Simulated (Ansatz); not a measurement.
# TaW: response to equal strain of all cell vectors, part 2 of 2

How does TaW answer equal strain of all cell vectors between -3 and +3 %? At each strain the shape is held and the atoms relax, within the symmetry that is left.

Ansatz 0.2.0; DFT r2SCAN, scalar-relativistic, plane waves, PAW. Earlier steps stand in the parts before.

## Step 6: Strain +1.0 %

Contents of input.yaml:

```yaml
crystal:
  lattice:
    - [3.2593400583, 0.0, 0.0]
    - [0.0, 4.6532148669, 0.0]
    - [0.0, 0.0, 4.5610408846]
  atoms:
    - { symbol: Ta, position: [0.0, 0.0, 0.0] }
    - { symbol: Ta, position: [0.5, 0.5, 0.0] }
    - { symbol: W, position: [0.5, 0.0, 0.5] }
    - { symbol: W, position: [0.0, 0.5, 0.5] }
basis:
  ecutwfc: 500
kpoints:
  mp_grid: { grid: [14, 10, 10] }
hamiltonian:
  xc: r2scan
scf:
  occupations: { method: gaussian, width: 0.1 }
output:
  forces: true
  stress: true
  eigenvalues: true
```

On the command line:

```
$ ansatz run input.yaml --threads 1 --pin off --max-ram 1331MiB --backend cpu --events-out ev --progress --plain --runs-dir out
```

What it wrote, cut to the lines that bear on the results:

```text
Warning: RAYON_NUM_THREADS=1 ignored (pool sized by the plan → 1); use --threads N
[...]
Pseudopotentials: kind: paw
Pseudopotential: Ta, paw, valence charge 13, recommended cutoff 500 eV (meta_gga), Ta.paw.azcp
Pseudopotential: W, paw, valence charge 14, recommended cutoff 500 eV (meta_gga), W.paw.azcp
Functional definition: r2SCAN
[...]
Crystal: 4 atoms, lattice volume = 69.175 Å³
Basis set: ecut = 500 eV, 1767 PW (Γ), exchange–correlation on 96×144×144 points (64 copies of the dense FFT grid, shifted against one another)
Bands: 33, of which v1, the nominal top of the filled ones, is band 27 counted from 1 (26 counted from 0)
Symmetry: 16 space group operations
Space group: Cmmm (ITA 65), of the structure as read, at distance tolerance 4.1e-5 Å
k-points: 288 of 1400
[...]
SCF iter   1: F=—  HF=-40683.389814 eV  |F-HF|=—  |Δ(HF+E_count)|=         —  Δρ=7.50e-3  dr2=4.20e-2  dr2_τ=1.19e-1  ethr=1.77e-3  ⟨swp⟩=4.8  Hψ=37968  notcnv=0  defer=28
[...]
SCF iter   6: F=-40683.442654 eV  HF=-40683.442654 eV  |F-HF|=4.75e-9  |Δ(HF+E_count)|=   5.53e-7  Δρ=9.55e-6  dr2=5.00e-8  dr2_τ=1.01e-8  ethr=1.85e-10  ⟨swp⟩=8.6  Hψ=44655  notcnv=0
[...]
SCF converged after 6 iterations
Free energy (F): -40683.442654 eV
[...]
E sigma→0 (E₀):  -40683.434472 eV
Entropy (-TS):   -0.016364 eV (-4.091 meV/atom)
Fermi energy:    19.511078 eV
[...]
--- Forces (eV/Å), atoms counted from 1 ---
  atom   1  Ta    -0.00000000    -0.00000000     0.00000000
  atom   2  Ta    -0.00000000    -0.00000000     0.00000000
  atom   3  W      0.00000000     0.00000000     0.00000000
  atom   4  W     -0.00000000     0.00000000     0.00000000
[...]
--- Stress (GPa, compression-positive) ---
       -7.018776       0.000000       0.000000
       -0.000000      -6.952488       0.000000
        0.000000       0.000000      -7.467326
  P = ⅓ Tr σ = -7.1462 GPa (-71.462 kbar)
--- Band table (eV; the first three rows and the last of 288) ---
[...]
```

Run time: 77 s. Hardware: 1 thread of an Arm CPU, shared host; peak memory 0.9 GiB.

## Step 7: Strain -2.0 %

Changes to input.yaml since step 6:

```diff
@@ -2,5 +2,5 @@
   lattice:
-    - [3.2593400583, 0.0, 0.0]
-    - [0.0, 4.6532148669, 0.0]
-    - [0.0, 0.0, 4.5610408846]
+    - [3.1625279773, 0.0, 0.0]
+    - [0.0, 4.5150005639, 0.0]
+    - [0.0, 0.0, 4.4255644226]
   atoms:
```

On the command line:

```
$ ansatz run input.yaml --threads 1 --pin off --max-ram 1331MiB --backend cpu --events-out ev --progress --plain --runs-dir out
```

What it wrote, cut to the lines that bear on the results:

```text
Warning: RAYON_NUM_THREADS=1 ignored (pool sized by the plan → 1); use --threads N
[...]
[... 4 set-up lines as earlier in the session ...]
[...]
Crystal: 4 atoms, lattice volume = 63.192 Å³
Basis set: ecut = 500 eV, 1591 PW (Γ), exchange–correlation on 96×144×144 points (64 copies of the dense FFT grid, shifted against one another)
Bands: 33, of which v1, the nominal top of the filled ones, is band 27 counted from 1 (26 counted from 0)
[... 2 set-up lines as earlier in the session ...]
k-points: 288 of 1400
[...]
SCF iter   1: F=—  HF=-40683.199605 eV  |F-HF|=—  |Δ(HF+E_count)|=         —  Δρ=7.67e-3  dr2=2.21e-2  dr2_τ=1.52e-1  ethr=1.77e-3  ⟨swp⟩=5.0  Hψ=38155  notcnv=0  defer=47
[...]
SCF iter   7: F=-40683.282490 eV  HF=-40683.282490 eV  |F-HF|=1.22e-9  |Δ(HF+E_count)|=   2.24e-8  Δρ=3.70e-6  dr2=7.39e-9  dr2_τ=1.23e-9  ethr=1.85e-10  ⟨swp⟩=9.0  Hψ=35107  notcnv=0
[...]
SCF converged after 7 iterations
Free energy (F): -40683.282490 eV
[...]
E sigma→0 (E₀):  -40683.275325 eV
Entropy (-TS):   -0.014331 eV (-3.583 meV/atom)
Fermi energy:    21.651039 eV
[...]
--- Forces (eV/Å), atoms counted from 1 ---
  atom   1  Ta     0.00000000    -0.00000000    -0.00000000
  atom   2  Ta     0.00000000    -0.00000000    -0.00000000
  atom   3  W      0.00000000    -0.00000000     0.00000000
  atom   4  W      0.00000000    -0.00000000     0.00000000
[...]
--- Stress (GPa, compression-positive) ---
       17.405255      -0.000000      -0.000000
       -0.000000      16.963476      -0.000000
       -0.000000      -0.000000      18.092670
  P = ⅓ Tr σ = 17.4871 GPa (174.871 kbar)
--- Band table (eV; the first three rows and the last of 288) ---
[...]
```

Run time: 76 s. Hardware: 1 thread of an Arm CPU, shared host; peak memory 0.86 GiB.

## Step 8: Strain +2.0 %

Changes to input.yaml since step 7:

```diff
@@ -2,5 +2,5 @@
   lattice:
-    - [3.1625279773, 0.0, 0.0]
-    - [0.0, 4.5150005639, 0.0]
-    - [0.0, 0.0, 4.4255644226]
+    - [3.2916107519, 0.0, 0.0]
+    - [0.0, 4.6992863012, 0.0]
+    - [0.0, 0.0, 4.6061997052]
   atoms:
```

On the command line:

```
$ ansatz run input.yaml --threads 1 --pin off --max-ram 1331MiB --backend cpu --events-out ev --progress --plain --runs-dir out
```

What it wrote, cut to the lines that bear on the results:

```text
Warning: RAYON_NUM_THREADS=1 ignored (pool sized by the plan → 1); use --threads N
[...]
[... 4 set-up lines as earlier in the session ...]
[...]
Crystal: 4 atoms, lattice volume = 71.250 Å³
Basis set: ecut = 500 eV, 1809 PW (Γ), exchange–correlation on 100×144×144 points (64 copies of the dense FFT grid, shifted against one another)
Bands: 33, of which v1, the nominal top of the filled ones, is band 27 counted from 1 (26 counted from 0)
[... 2 set-up lines as earlier in the session ...]
k-points: 288 of 1400
[...]
SCF iter   1: F=—  HF=-40683.263524 eV  |F-HF|=—  |Δ(HF+E_count)|=         —  Δρ=7.62e-3  dr2=5.37e-2  dr2_τ=1.11e-1  ethr=1.77e-3  ⟨swp⟩=4.7  Hψ=37865  notcnv=0  defer=21
[...]
SCF iter   7: F=-40683.307927 eV  HF=-40683.307927 eV  |F-HF|=2.18e-9  |Δ(HF+E_count)|=   4.71e-9  Δρ=3.27e-6  dr2=4.02e-9  dr2_τ=2.11e-10  ethr=1.85e-10  ⟨swp⟩=9.3  Hψ=35812  notcnv=0
[...]
SCF converged after 7 iterations
Free energy (F): -40683.307927 eV
[...]
E sigma→0 (E₀):  -40683.299701 eV
Entropy (-TS):   -0.016452 eV (-4.113 meV/atom)
Fermi energy:    18.854546 eV
[...]
--- Forces (eV/Å), atoms counted from 1 ---
  atom   1  Ta    -0.00000000     0.00000000     0.00000000
  atom   2  Ta    -0.00000000     0.00000000     0.00000000
  atom   3  W     -0.00000000    -0.00000000     0.00000000
  atom   4  W     -0.00000000     0.00000000     0.00000000
[...]
--- Stress (GPa, compression-positive) ---
      -13.407128       0.000000       0.000000
        0.000000     -13.070569       0.000000
        0.000000       0.000000     -14.027741
  P = ⅓ Tr σ = -13.5018 GPa (-135.018 kbar)
--- Band table (eV; the first three rows and the last of 288) ---
[...]
```

It took 91 s on 1 thread of an Arm CPU, shared host; peak memory 0.91 GiB.

## Step 9: Strain -3.0 %

Changes to input.yaml since step 8:

```diff
@@ -2,5 +2,5 @@
   lattice:
-    - [3.2916107519, 0.0, 0.0]
-    - [0.0, 4.6992863012, 0.0]
-    - [0.0, 0.0, 4.6061997052]
+    - [3.1302572837, 0.0, 0.0]
+    - [0.0, 4.4689291296, 0.0]
+    - [0.0, 0.0, 4.380405602]
   atoms:
```

On the command line:

```
$ ansatz run input.yaml --threads 1 --pin off --max-ram 1331MiB --backend cpu --events-out ev --progress --plain --runs-dir out
```

What it wrote, cut to the lines that bear on the results:

```text
Warning: RAYON_NUM_THREADS=1 ignored (pool sized by the plan → 1); use --threads N
[...]
[... 4 set-up lines as earlier in the session ...]
[...]
Crystal: 4 atoms, lattice volume = 61.277 Å³
Basis set: ecut = 500 eV, 1529 PW (Γ), exchange–correlation on 96×144×128 points (64 copies of the dense FFT grid, shifted against one another)
Bands: 33, of which v1, the nominal top of the filled ones, is band 27 counted from 1 (26 counted from 0)
[... 1 set-up line as earlier in the session ...]
Space group: Cmmm (ITA 65), of the structure as read, at distance tolerance 3.9e-5 Å
k-points: 288 of 1400
[...]
SCF iter   1: F=—  HF=-40682.918242 eV  |F-HF|=—  |Δ(HF+E_count)|=         —  Δρ=7.85e-3  dr2=2.07e-2  dr2_τ=1.68e-1  ethr=1.77e-3  ⟨swp⟩=5.1  Hψ=38201  notcnv=0  defer=44
[...]
SCF iter   7: F=-40683.012598 eV  HF=-40683.012598 eV  |F-HF|=1.22e-9  |Δ(HF+E_count)|=   3.54e-8  Δρ=3.03e-6  dr2=3.61e-9  dr2_τ=3.57e-10  ethr=1.85e-10  ⟨swp⟩=9.1  Hψ=35582  notcnv=0
[...]
SCF converged after 7 iterations
Free energy (F): -40683.012598 eV
[...]
E sigma→0 (E₀):  -40683.006030 eV
Entropy (-TS):   -0.013137 eV (-3.284 meV/atom)
Fermi energy:    22.426677 eV
[...]
--- Forces (eV/Å), atoms counted from 1 ---
  atom   1  Ta     0.00000000    -0.00000000    -0.00000000
  atom   2  Ta     0.00000000    -0.00000000    -0.00000000
  atom   3  W      0.00000000     0.00000000     0.00000000
  atom   4  W      0.00000000     0.00000000     0.00000000
[...]
--- Stress (GPa, compression-positive) ---
       27.720403       0.000000       0.000000
        0.000000      27.151542       0.000000
        0.000000       0.000000      28.912902
  P = ⅓ Tr σ = 27.9283 GPa (279.283 kbar)
--- Band table (eV; the first three rows and the last of 288) ---
[...]
```

It took 71 s on 1 thread of an Arm CPU, shared host; peak memory 0.84 GiB.

## Step 10: At +3.0 %

Changes to input.yaml since step 9:

```diff
@@ -2,5 +2,5 @@
   lattice:
-    - [3.1302572837, 0.0, 0.0]
-    - [0.0, 4.4689291296, 0.0]
-    - [0.0, 0.0, 4.380405602]
+    - [3.3238814456, 0.0, 0.0]
+    - [0.0, 4.7453577356, 0.0]
+    - [0.0, 0.0, 4.6513585258]
   atoms:
```

On the command line:

```
$ ansatz run input.yaml --threads 1 --pin off --max-ram 1331MiB --backend cpu --events-out ev --progress --plain --runs-dir out
```

What it wrote, cut to the lines that bear on the results:

```text
Warning: RAYON_NUM_THREADS=1 ignored (pool sized by the plan → 1); use --threads N
[...]
[... 4 set-up lines as earlier in the session ...]
[...]
Crystal: 4 atoms, lattice volume = 73.366 Å³
Basis set: ecut = 500 eV, 1857 PW (Γ), exchange–correlation on 100×144×144 points (64 copies of the dense FFT grid, shifted against one another)
Bands: 33, of which v1, the nominal top of the filled ones, is band 27 counted from 1 (26 counted from 0)
[... 1 set-up line as earlier in the session ...]
Space group: Cmmm (ITA 65), of the structure as read, at distance tolerance 4.2e-5 Å
k-points: 288 of 1400
[...]
SCF iter   1: F=—  HF=-40683.054699 eV  |F-HF|=—  |Δ(HF+E_count)|=         —  Δρ=7.72e-3  dr2=6.42e-2  dr2_τ=1.04e-1  ethr=1.77e-3  ⟨swp⟩=4.6  Hψ=37842  notcnv=0  defer=17
[...]
SCF iter   7: F=-40683.091821 eV  HF=-40683.091821 eV  |F-HF|=7.49e-10  |Δ(HF+E_count)|=   3.20e-8  Δρ=3.14e-6  dr2=4.81e-9  dr2_τ=2.40e-10  ethr=1.85e-10  ⟨swp⟩=9.5  Hψ=36336  notcnv=0
[...]
SCF converged after 7 iterations
Free energy (F): -40683.091821 eV
[...]
E sigma→0 (E₀):  -40683.083620 eV
Entropy (-TS):   -0.016402 eV (-4.100 meV/atom)
Fermi energy:    18.224412 eV
[...]
--- Forces (eV/Å), atoms counted from 1 ---
  atom   1  Ta     0.00000000     0.00000000    -0.00000000
  atom   2  Ta     0.00000000     0.00000000    -0.00000000
  atom   3  W      0.00000000    -0.00000000    -0.00000000
  atom   4  W      0.00000000    -0.00000000    -0.00000000
[...]
--- Stress (GPa, compression-positive) ---
      -19.015173      -0.000000       0.000000
       -0.000000     -18.466179      -0.000000
        0.000000      -0.000000     -19.753933
  P = ⅓ Tr σ = -19.0784 GPa (-190.784 kbar)
--- Band table (eV; the first three rows and the last of 288) ---
[...]
```

Wall time 90 s (1 thread of an Arm CPU, shared host); peak memory 0.93 GiB.

## Step 11: All strains together

```tsv
strain (%)	ΔE (meV/atom)	a (Å)	b (Å)	c (Å)	σxx	σyy	σzz
-3.0	118.7	3.130	4.469	4.380	27.72	27.15	28.91
-2.0	51.4	3.163	4.515	4.426	17.41	16.96	18.09
-1.0	12.6	3.195	4.561	4.471	8.30	7.95	8.50
+0.0	0.0	3.227	4.607	4.516	0.20	0.00	0.01
+1.0	11.6	3.259	4.653	4.561	-7.02	-6.95	-7.47
+2.0	45.3	3.292	4.699	4.606	-13.41	-13.07	-14.03
+3.0	99.3	3.324	4.745	4.651	-19.02	-18.47	-19.75
```

ΔE is over the unstrained cell. Stress in GPa, positive in compression, on the Cartesian axes of the input. 

## Step 12: Results

What follows sums up all 2 parts. Changes of volume or cell count from the first structure of part 1.

| quantity | value |
| --- | --- |
| relaxed cell (conventional) | a = 3.227 Å, b = 4.607 Å, c = 4.516 Å, α = 90.00°, β = 90.00°, γ = 90.00° |
| space group (0.01 Å) | Cmmm (No. 65) |
| volume | 16.79 Å³/atom |
| formation energy (elements from runs with the same settings, not shown) | -0.06 eV/atom |
| largest energy cost | 118.7 meV/atom at -3.0 % |
| (1/V) d²E/dε² at zero strain, cubic fit | 2312 GPa |

**Reading.** The volume hardly moved (-0.3 %). From the curvature follows nine times the bulk modulus at fixed shape: 2312 GPa. Compression by 3 % costs 118.7 meV/atom and stretching 99.3. On this cell's mesh the unstrained reference holds a stress of up to 0.20 GPa. Spin-orbit coupling is left out for Ta, W.
